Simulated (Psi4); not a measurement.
# GaHOF (SMILES [OH][Ga][F]), run twice

Aim: energy and one-electron properties of GaHOF at URPBE-D3(BJ)/6-311G (DKH2, density fitting).

The calculation is run with Psi4 1.11.

1 further run of the same task is left out (it didn't finish).

## Step 1: The structure to begin with

The species is GaHOF (4 atoms), meant as a doublet with charge 0. SMILES: `[OH][Ga][F]`. The shape is that of a PBE0-D4/def2-TZVP optimisation.

Bond lengths: O1–Ga2 1.795 Å, Ga2–F3 1.759 Å, O1–H4 0.961 Å. Angles: O1–Ga2–F3 114.7°, Ga2–O1–H4 113.8°.

## Step 2: Try one

run.py

```python
import psi4

psi4.set_memory('1600 MB')
psi4.set_num_threads(1)
psi4.core.set_output_file('run.log', False)

m = psi4.geometry("""
0 2
O     -1.188400     0.812300    -0.827400
Ga     0.802400     0.214300     0.117400
F      1.450100    -1.148000     1.023000
H     -1.268400     0.812300    -0.827400
""")

options = {'reference': 'uks', 'relativistic': 'dkh', 'dkh_order': 2}
psi4.set_options(options)

e, wfn = psi4.energy("rpbe-d3bj/6-311G", return_wfn=True)
psi4.oeprop(wfn, "DIPOLE", "LOWDIN_CHARGES")
print(f'rpbe-d3bj/6-311G energy: {e:.10f} Eh')
for k, v in sorted(psi4.core.scalar_variables().items()):
    print(f'{k:45s} {v:18.10f}')
```

Launch:

```sh
$ python run.py
```

stdout:

```text
qcelemental.exceptions.ValidationError: Following atoms are too close: [(0, np.int64(3), np.float64(0.08000000000000007))]
```

Wall time 1.2 s (1 thread of AMD EPYC 7B13 (Zen 3), shared host); peak memory 0.23 GiB.

## Step 3: Diagnosis

The program refused the input.

The log says `qcelemental.exceptions.ValidationError: Following atoms are too close: [(0, np.int64(3), np.float64(0.08000000000000007))]`. What is wrong: two atoms lie on top of or far too near each other. As the program read them, the closest atoms are 0.08 Å apart, against 0.96 Å in the sound input.

## Step 4: Second attempt

fgaho.py

```python
import psi4

psi4.set_memory('1600 MB')
psi4.set_num_threads(1)
psi4.set_output_file('run.log', False)

m = psi4.geometry("""
0 2
O
Ga 1 1.795156
F 2 1.7594 1 114.71796
H 1 0.961155 2 113.79072 3 -179.99605
""")

psi4.set_options({
    'reference': 'uks',
    'relativistic': 'dkh',
    'dkh_order': 2,
})

result, w = psi4.energy('rpbe-d3bj/6-311G', return_wfn=True)
psi4.oeprop(w, 'DIPOLE', 'LOWDIN_CHARGES')
print(f'total energy {result:.8f} hartree = {result * 27.211386:.5f} eV')
```

Launch:

```sh
$ python fgaho.py
```

run.log:

```text
[...]
  Running in c1 symmetry.
[...]
  Nuclear repulsion =  182.368856294002967
[...]
  Multiplicity = 2
[...]
  Nalpha       = 25
  Nbeta        = 24
[...]
    Number of basis functions: 68
[...]
   @DF-UKS iter   1: -2114.35362776949114   -3.08091e+00   6.03476e-02 ADIIS/DIIS
[...]
   @DF-UKS iter  12: -2116.78757654412721   -9.80708e-09   3.48185e-07 DIIS
[...]
   @S^2 Observed:                7.518876848E-01
[...]
    Orbital Energies [Eh]
    ---------------------
    Alpha Occupied:
       1A   -374.361666     2A    -46.328674     3A    -40.416953
       4A    -40.415041     5A    -40.413879     6A    -24.226553
       7A    -18.783254     8A     -5.434271     9A     -3.640312
      10A     -3.635614    11A     -3.633431    12A     -1.032916
      13A     -0.930715    14A     -0.708375    15A     -0.706892
      16A     -0.706135    17A     -0.704203    18A     -0.702930
      19A     -0.463703    20A     -0.378780    21A     -0.327324
      22A     -0.317717    23A     -0.311724    24A     -0.276428
      25A     -0.209250
    Alpha Virtual:
[...]
  @DF-UKS Final Energy: -2116.78757654412721
   => Energetics <=
    Nuclear Repulsion Energy =            182.3688562940029669
    One-Electron Energy =               -3312.9158653143999800
    Two-Electron Energy =                1109.3505988643792080
    DFT Exchange-Correlation Energy =     -95.5788718632930454
    Empirical Dispersion Energy =          -0.0122945248160954
    VV10 Nonlocal Energy =                  0.0000000000000000
    Total Energy =                      -2116.7875765441272051
[...]
 Multipole Moments:
 ------------------------------------------------------------------------------------
     Multipole            Electronic (a.u.)      Nuclear  (a.u.)        Total (a.u.)
 ------------------------------------------------------------------------------------
 L = 1.  Multiply by 2.5417464519 to convert [e a0] to [Debye]
 Dipole X            :         -0.0000198            0.0000607            0.0000408
 Dipole Y            :          0.9296591            0.4935364            1.4231955
 Dipole Z            :          3.6522962           -3.8054336           -0.1531374
 Magnitude           :                                                    1.4314106
[...]
```

Standard output:

```text
total energy -2116.78757654 hartree = -57600.72383 eV
```

It took 7.5 s on 1 thread of AMD EPYC 7B13 (Zen 3), shared host; peak memory 0.35 GiB.

Atomic charges (e):

| atom | Löwdin |
| --- | --- |
| O1 | -0.470 |
| Ga2 | +0.561 |
| F3 | -0.338 |
| H4 | +0.246 |

## Step 5: What came out

Level: URPBE-D3(BJ)/6-311G (DKH2, density fitting).

```
                          quantity           value
                      total energy  -2116.78758 Eh
                     dipole moment          3.64 D
HOMO energy (highest over α and β)        -5.69 eV
 LUMO energy (lowest over α and β)        -4.56 eV
                 dispersion energy   -32.28 kJ/mol
                              ⟨S²⟩           0.752
```

**Reading.** The basis was contracted for non-relativistic atoms, which limits what the relativistic Hamiltonian can do in the core.
